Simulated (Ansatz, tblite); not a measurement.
# 1-butyl-3-methylimidazolium bromide (C8H15BrN2): a ladder of methods and basis sets

Aim: run the singlet of 1-butyl-3-methylimidazolium bromide (C8H15BrN2) at one geometry on many levels, and compare frontier levels, spin and run time.

Method: as each input shows; program: Ansatz 0.2.0, Gaussian basis.

Levels to be run: GFN1-xTB, GFN2-xTB, PBE-D4/def2-TZVP, r2SCAN-D4/def2-TZVP, r2SCANh-D4/def2-TZVP, BHLYP-D4/def2-TZVP, PBE-D4/def2-SVP, PBE0-D4/def2-SVP, HF/6-31G, B3LYP-D4/6-31G, MP2/def2-SVP, RPA/def2-SVP.

1 further run of the same task is left out (it didn't finish). Runs told in other sessions of the task aren't counted.

## Step 1: The structure

The singlet was relaxed beforehand with PBE-D4/def2-SVP.

26 atoms, charge 0, spin multiplicity 1.

Bond lengths: C1–C2 1.529 Å, C1–H11 1.110 Å, C1–H12 1.109 Å, C1–H13 1.110 Å, C2–C3 1.532 Å, C2–H14 1.113 Å, C2–H15 1.112 Å, C3–C4 1.526 Å, C3–H16 1.113 Å, C3–H17 1.111 Å, C4–N5 1.464 Å, C4–H18 1.114 Å, C4–H19 1.109 Å, N5–C6 1.392 Å, N5–C10 1.367 Å, C6–C7 1.369 Å, C6–H20 1.094 Å, C7–N8 1.392 Å and more. Angles: C2–C1–H11 111.3°, C2–C1–H12 111.7°, C2–C1–H13 111.3°, H11–C1–H12 107.6°, H11–C1–H13 107.1°, H12–C1–H13 107.6°, C1–C2–C3 113.1°, C1–C2–H14 109.8°, C1–C2–H15 109.7°, C3–C2–H14 109.1°, C3–C2–H15 109.5°, H14–C2–H15 105.4°, C2–C3–C4 115.0°, C2–C3–H16 111.1°, C2–C3–H17 109.8°, C4–C3–H16 108.7°, C4–C3–H17 106.8°, H16–C3–H17 104.8° and more.

Coordinates:

```xyz
26

C    -3.4204   -1.3230    0.2735
C    -2.3759   -0.2077    0.3399
C    -1.6879    0.0507   -1.0044
C    -0.6487    1.1686   -0.9939
N     0.4569    0.9261   -0.0659
C     1.2445    1.9203    0.5079
C     2.3752    1.3216    0.9945
N     2.2737   -0.0395    0.7204
C     3.3465   -1.0136    0.7979
C     1.1651   -0.2429   -0.0520
H    -4.2221   -1.0827   -0.4557
H    -3.9029   -1.4922    1.2574
H    -2.9642   -2.2835   -0.0462
H    -2.8517    0.7351    0.6928
H    -1.6101   -0.4572    1.1071
H    -1.2119   -0.8764   -1.3950
H    -2.4463    0.3240   -1.7696
H    -0.1900    1.2611   -2.0050
H    -1.1074    2.1360   -0.7036
H     0.9233    2.9657    0.5331
H     3.2307    1.7407    1.5323
H     2.9753   -1.9661    1.2262
H     4.1530   -0.6203    1.4430
H     3.7203   -1.1976   -0.2352
H     0.7229   -1.2286   -0.2162
Br    2.0520   -0.5187   -2.4832
```

PBE0-D4/def2-TZVP was run before; its log isn't repeated, and its numbers join the tables.

## Step 2: GFN1-xTB

Tight binding, by tblite at 300 K electronic temperature and without a spin-polarisation term:

```python
tblite.interface.Calculator('GFN1-xTB', numbers, positions, charge=0, uhf=0).singlepoint()
```

Energy -958.6669 eV, HOMO -8.50 eV, LUMO -6.50 eV; 0.017 s.

## Step 3: GFN2-xTB

Tight binding, by tblite at 300 K electronic temperature and without a spin-polarisation term:

```python
tblite.interface.Calculator('GFN2-xTB', numbers, positions, charge=0, uhf=0).singlepoint()
```

Energy -945.2186 eV, HOMO -8.70 eV, LUMO -6.46 eV; 0.012 s.

## Step 4: PBE-D4/def2-TZVP

start.molden holds the orbitals of an earlier run on this state, given as this run's starting guess.

The input, in.yaml:

```yaml
crystal:
  periodic: [false, false, false]
  atoms:
    - {symbol: C, position_ang: [-3.420355, -1.322963, 0.273538]}
    - {symbol: C, position_ang: [-2.375913, -0.207730, 0.339861]}
    - {symbol: C, position_ang: [-1.687888, 0.050717, -1.004420]}
    - {symbol: C, position_ang: [-0.648697, 1.168634, -0.993872]}
    - {symbol: N, position_ang: [0.456863, 0.926057, -0.065946]}
    - {symbol: C, position_ang: [1.244470, 1.920310, 0.507870]}
    - {symbol: C, position_ang: [2.375246, 1.321581, 0.994528]}
    - {symbol: N, position_ang: [2.273745, -0.039516, 0.720382]}
    - {symbol: C, position_ang: [3.346502, -1.013579, 0.797924]}
    - {symbol: C, position_ang: [1.165100, -0.242876, -0.052010]}
    - {symbol: H, position_ang: [-4.222078, -1.082701, -0.455726]}
    - {symbol: H, position_ang: [-3.902902, -1.492239, 1.257372]}
    - {symbol: H, position_ang: [-2.964220, -2.283532, -0.046177]}
    - {symbol: H, position_ang: [-2.851684, 0.735121, 0.692754]}
    - {symbol: H, position_ang: [-1.610144, -0.457165, 1.107099]}
    - {symbol: H, position_ang: [-1.211931, -0.876367, -1.395035]}
    - {symbol: H, position_ang: [-2.446350, 0.323956, -1.769572]}
    - {symbol: H, position_ang: [-0.189967, 1.261129, -2.004962]}
    - {symbol: H, position_ang: [-1.107405, 2.135970, -0.703559]}
    - {symbol: H, position_ang: [0.923298, 2.965719, 0.533077]}
    - {symbol: H, position_ang: [3.230679, 1.740700, 1.532293]}
    - {symbol: H, position_ang: [2.975327, -1.966052, 1.226243]}
    - {symbol: H, position_ang: [4.153037, -0.620271, 1.443001]}
    - {symbol: H, position_ang: [3.720326, -1.197583, -0.235223]}
    - {symbol: H, position_ang: [0.722931, -1.228568, -0.216204]}
    - {symbol: Br, position_ang: [2.052029, -0.518741, -2.483226]}
basis:
  gaussian: {orbitals: def2-TZVP, initial_orbitals: start.molden}
hamiltonian: {xc: pbe, dispersion: d4}
scf: {omitted_lower_state_checks: [starts]}
output: {forces: true, orbitals: {seedname: orbitals}}
```

Run with:

```console
> ansatz run in.yaml --threads 4 --pin off --events-out ev --progress --plain --max-ram 6963MiB
```

The runs that follow: r2SCAN-D4/def2-TZVP; r2SCANh-D4/def2-TZVP; BHLYP-D4/def2-TZVP; PBE-D4/def2-SVP; PBE0-D4/def2-SVP; HF/6-31G; B3LYP-D4/6-31G; MP2/def2-SVP; RPA/def2-SVP.

Before running them: what should the planned runs give, taken together? Wanted: gap in def2-TZVP, named functionals, smallest and largest; correlation energy, MP2/def2-SVP; binding an atom, functionals in def2-TZVP; PBE0 total energy, smallest basis above largest.

As calculated:

| quantity | value |
| --- | --- |
| gap in def2-TZVP, named functionals, smallest and largest | 3.29 eV (PBE-D4), 6.95 eV (BHLYP-D4) |
| correlation energy, MP2/def2-SVP | -45.87 eV |
| binding an atom, functionals in def2-TZVP | 4.07 (BHLYP-D4) to 4.33 eV (PBE-D4) |
| PBE0 total energy, smallest basis above largest | 20.62 eV (def2-SVP, def2-TZVP) |

In words: Orbital gaps of the named functionals in def2-TZVP span 3.29 eV (PBE-D4) to 6.95 eV (BHLYP-D4); exact exchange widens it.
